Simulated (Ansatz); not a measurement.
Debugging a scan of the energy under strain of La3AlN, space group Pm-3m (Ansatz 0.2.0 through its Python package).

Script `run_strain.py`:
```python
"""A rhombohedral strain scan of La3AlN."""

import logging
import sys

import ansatz as az
import matplotlib.pyplot as plt
import numpy as np

logging.basicConfig(stream=sys.stdout, format="[%(levelname)s] %(message)s")
logger = logging.getLogger("ansatz_job")
logger.setLevel(logging.INFO)

VECTORS = np.array([
    [5.09752, 0.0, 0.0],
    [0.0, 5.09752, 0.0],
    [0.0, 0.0, 5.09752],
])
SITES = [
    ("La", (0.5, 0.5, 0.0)),
    ("La", (0.0, 0.5, 0.5)),
    ("La", (0.5, 0.0, 0.5)),
    ("Al", (0.0, 0.0, 0.0)),
    ("N", (0.5, 0.5, 0.5)),
]


def crystal_on(cell):
    crystal = az.Crystal(lattice=az.Lattice.of(cell))
    for symbol, position in SITES:
        crystal = crystal.atom(symbol, position)
    return crystal

# clamped ions: the fractional positions stay as typed
values = np.linspace(-0.05, 0.05, 7)
energies = []
for d in values:
    strain = d / 2 * (np.ones((3, 3)) - np.eye(3))
    cell = VECTORS @ (np.eye(3) + strain)
    calculation = (
        crystal_on(cell).calculation()
        .functional("PBEsol")
        .occupations("Methfessel-Paxton", width=0.1)
        .basis(30)
        .scf(max_iterations=70)
        .kpoints(7, 7, 7)
        .stress()
    )
    report = calculation.run().report
    energies.append(report["free_energy_ev"] / len(SITES))
    s = report["stress_gpa"]
    logger.info(f"d = {d:+.4f}  stress xx yy zz xy (GPa, compression positive): {s[0][0]:8.3f} {s[1][1]:8.3f} {s[2][2]:8.3f} {s[0][1]:8.3f}")
energies = np.array(energies)

for value, e in zip(values, energies):
    logger.info(f"strain {value:7.3f}   E - Emin = {1000 * (e - energies.min()):9.3f} meV/atom")
plt.figure(figsize=(4.5, 3))
plt.plot(values, 1000 * (energies - energies.min()), "o-")
plt.xlabel("strain")
plt.ylabel("meV/atom")
plt.tight_layout()
plt.savefig("strain.png", dpi=100)
curvature = 2 * np.polyfit(values, energies, 3)[1]
volume = abs(np.linalg.det(VECTORS)) / len(SITES)
logger.info(f"d2E/dd2 over the volume: {curvature / volume * 160.21766:.1f} GPa")
```

```console
$ python run_strain.py
DeckWarning: basis.ecutwfc = 30 eV is below the records' recommended 420 eV, and the density's cutoff is lower with it unless basis.ecutrho_ratio is high enough to keep the records' density cutoff: compare with a run at a higher cutoff
DeckWarning: basis.ecutrho_ratio 4 (ecutrho = 120 eV, dense FFT grid 10×10×10): the grid does not resolve the core-correction charge of Al (measure 1.06 e/Å^2.5), N (0.40), La (0.34); warned from [...]
[INFO] d = -0.0500  stress xx yy zz xy (GPa, compression positive): -428.951 -428.951 -428.951   -0.420
DeckWarning: basis.ecutrho_ratio 4 (ecutrho = 120 eV, dense FFT grid 10×10×10): the grid does not resolve the core-correction charge of Al (measure 1.19 e/Å^2.5), N (0.42), La (0.35); warned from [...]
[INFO] d = -0.0333  stress xx yy zz xy (GPa, compression positive): -428.308 -428.308 -428.308   -0.366
DeckWarning: basis.ecutrho_ratio 4 (ecutrho = 120 eV, dense FFT grid 10×10×10): the grid does not resolve the core-correction charge of Al (measure 1.17 e/Å^2.5), N (0.41), La (0.35); warned from [...]
[INFO] d = -0.0167  stress xx yy zz xy (GPa, compression positive): -427.888 -427.888 -427.888   -0.033
DeckWarning: basis.ecutrho_ratio 4 (ecutrho = 120 eV, dense FFT grid 10×10×10): the grid does not resolve the core-correction charge of Al (measure 1.10 e/Å^2.5), N (0.40), La (0.34); warned from [...]
[INFO] d = +0.0000  stress xx yy zz xy (GPa, compression positive): -428.545 -428.545 -428.545    0.000
[INFO] d = +0.0167  stress xx yy zz xy (GPa, compression positive): -427.269 -427.269 -427.269    0.200
[INFO] d = +0.0333  stress xx yy zz xy (GPa, compression positive): -428.292 -428.292 -428.292   -0.189
DeckWarning: basis.ecutrho_ratio 4 (ecutrho = 120 eV, dense FFT grid 10×10×10): the grid does not resolve the core-correction charge of Al (measure 1.11 e/Å^2.5), N (0.41), La (0.35); warned from [...]
[INFO] d = +0.0500  stress xx yy zz xy (GPa, compression positive): -428.272 -428.272 -428.272    0.849
[INFO] strain  -0.050   E - Emin =   440.197 meV/atom
[INFO] strain  -0.033   E - Emin =   262.757 meV/atom
[INFO] strain  -0.017   E - Emin =   204.035 meV/atom
[INFO] strain   0.000   E - Emin =   331.652 meV/atom
[INFO] strain   0.017   E - Emin =     0.000 meV/atom
[INFO] strain   0.033   E - Emin =   322.981 meV/atom
[INFO] strain   0.050   E - Emin =   297.364 meV/atom
[INFO] d2E/dd2 over the volume: 906.7 GPa
```
(Warnings from the package without file and line, shortened.)

The script ran to its end, but the result can't be trusted. Why?

The fault: a cutoff meant in rydberg is read as eV, so the basis is far too small. Mended:

```diff
--- before
+++ after
@@ -43,3 +43,3 @@
         .occupations("Methfessel-Paxton", width=0.1)
-        .basis(30)
+        .basis(31 * az.Ry)
         .scf(max_iterations=70)
```

After the fix:

```console
$ python run_strain.py
[INFO] d = -0.0500  stress xx yy zz xy (GPa, compression positive):   -2.721   -2.721   -2.721    1.798
[INFO] d = -0.0333  stress xx yy zz xy (GPa, compression positive):   -2.766   -2.766   -2.766    1.214
[INFO] d = -0.0167  stress xx yy zz xy (GPa, compression positive):   -2.787   -2.787   -2.787    0.609
[INFO] d = +0.0000  stress xx yy zz xy (GPa, compression positive):   -2.792   -2.792   -2.792   -0.000
[INFO] d = +0.0167  stress xx yy zz xy (GPa, compression positive):   -2.783   -2.783   -2.783   -0.614
[INFO] d = +0.0333  stress xx yy zz xy (GPa, compression positive):   -2.742   -2.742   -2.742   -1.223
[INFO] d = +0.0500  stress xx yy zz xy (GPa, compression positive):   -2.662   -2.662   -2.662   -1.831
[INFO] strain  -0.050   E - Emin =    22.042 meV/atom
[INFO] strain  -0.033   E - Emin =     9.793 meV/atom
[INFO] strain  -0.017   E - Emin =     2.439 meV/atom
[INFO] strain   0.000   E - Emin =     0.000 meV/atom
[INFO] strain   0.017   E - Emin =     2.431 meV/atom
[INFO] strain   0.033   E - Emin =     9.652 meV/atom
[INFO] strain   0.050   E - Emin =    21.551 meV/atom
[INFO] d2E/dd2 over the volume: 105.4 GPa
```

Notes:
- The curvature belongs to this strain pattern and to the cell's stress; it equals a single elastic constant only for simple patterns.
- In a metal a curvature from energy changes of a few meV or less hangs on mesh and smearing, in size and even in sign.
- This cell is a computed structure, which may not be the phase found in nature.
- The ions keep their fractional positions (clamped ions).
- Timing: 60 s on 1 thread of Arm Neoverse V1 (shared host), peak memory 0.55 GiB.
